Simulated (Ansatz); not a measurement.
Write the native input for Ansatz 0.2.0 that does the following.

```
Task                                : band structure
Functional                          : PBEsol
Potentials or basis                 : Ansatz PAW
Cutoff                              : 420 eV (not typed: the program's choice for these potentials)
k mesh                              : 6 × 6 × 10
Occupations                         : fermi-dirac, width 0.05 eV
Spin                                : spin-orbit coupling, no magnetisation
Path                                : [["G", "X", "M", "G", "Z", "R", "A", "Z"], ["X", "R"], ["M", "A"]]
Points for each segment of the path : 14
```

MoN2:

```
CELL_PARAMETERS angstrom
4.34805 0.00000 0.00000
0.00000 4.34805 0.00000
0.00000 0.00000 2.76746
ATOMIC_POSITIONS crystal
Mo 0.00000 0.00000 0.00000
Mo 0.50000 0.50000 0.00000
N 0.61165 0.88835 0.50000
N 0.38835 0.11165 0.50000
N 0.11165 0.61165 0.50000
N 0.88835 0.38835 0.50000
```

Measurements of this composition are mostly on another form, of space group No. 160.

These files were run (other wordings do the same):

input.yaml

```yaml
crystal:
  lattice:
    - [4.348053, 0.0, 0.0]
    - [0.0, 4.348053, 0.0]
    - [0.0, 0.0, 2.76746]
  atoms:
    - { symbol: Mo, position: [0.0, 0.0, 0.0] }
    - { symbol: Mo, position: [0.5, 0.5, 0.0] }
    - { symbol: "N", position: [0.611647, 0.888353, 0.5] }
    - { symbol: "N", position: [0.388353, 0.111647, 0.5] }
    - { symbol: "N", position: [0.111647, 0.611647, 0.5] }
    - { symbol: "N", position: [0.888353, 0.388353, 0.5] }
hamiltonian:
  xc: pbesol
  pseudopotentials: { kind: paw_fr }
magnetization:
  noncollinear: true
  spin_orbit: true
kpoints:
  mp_grid: { grid: [6, 6, 10] }
  band_path:
    path:
      - [[0.0, 0.0, 0.0], [0.0, 0.5, 0.0], [0.5, 0.5, 0.0], [0.0, 0.0, 0.0], [0.0, 0.0, 0.5], [0.0, 0.5, 0.5], [0.5, 0.5, 0.5], [0.0, 0.0, 0.5]]
      - [[0.0, 0.5, 0.0], [0.0, 0.5, 0.5]]
      - [[0.5, 0.5, 0.0], [0.5, 0.5, 0.5]]
    npoints: 14
scf:
  occupations: { method: fermi_dirac, width: 0.05 }
  n_extra_bands: 15
output:
  forces: true
  stress: true
  eigenvalues: true
  fatbands: true
```

Potentials or basis: Ansatz PAW.

Launch:

```sh
$ ansatz run input.yaml --threads 2 --pin off --max-ram 5632MiB --backend cpu --events-out ev --progress --plain --runs-dir out
```

Results of the run:

| Quantity | Value |
| --- | --- |
| Pressure | -14.1 GPa |
| Largest force | 0.034 eV/Å |
| Band gap on the k mesh | none (metal or under the smearing width) |

Caveat: the pressure holds a Pulay correction of +0.7 GPa for the finite cutoff; the PAW data sets come from PBE, with cores solved anew for the run's functional, which leaves a small shift of forces and pressure.

Run time: 96 s on 2 threads of Arm Neoverse V2, on a shared host, peak memory 0.69 GiB.
